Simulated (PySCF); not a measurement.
# C4H6BN: the cost of one run

Programs: PySCF 2.14.0, with routines of our own; each step states its level. All values are computed. Atoms count from 0.

### 1 The starting structure

12 atoms, charge 0, multiplicity 1; geometry from: GFN2-xTB.

### 2 Geometry optimisation at BHandHLYP/def2-SVP

What the job is given:

```
{"job": {"xc": "BHandHLYP", "basis": "def2-SVP", "grid": 1, "kind": "geom"}, "charge": 0, "multiplicity": 1}
B      1.268921     0.729439     0.004026
C     -0.072734     1.432213     0.033995
C     -1.217220     0.691477     0.026410
C     -1.170588    -0.720109    -0.009774
C      0.024174    -1.367726    -0.036363
N      1.192562    -0.683852    -0.029966
H      2.324224     1.239221     0.006443
H     -0.173018     2.510345     0.062450
H     -2.193615     1.160920     0.047532
H     -2.086611    -1.290109    -0.015777
H      0.077853    -2.448988    -0.063898
H      2.027250    -1.253516    -0.051107
```

The run is started by

```bash
$ OMP_NUM_THREADS=1 python excited_run.py task.json out
```

One launch serves the whole session: the jobs run in the order shown.

**Question.** How long does this first job take on 1 thread of Arm Neoverse N1, shared host, and how much memory does it need?

About 24 s, with a peak of 0.5 GiB.
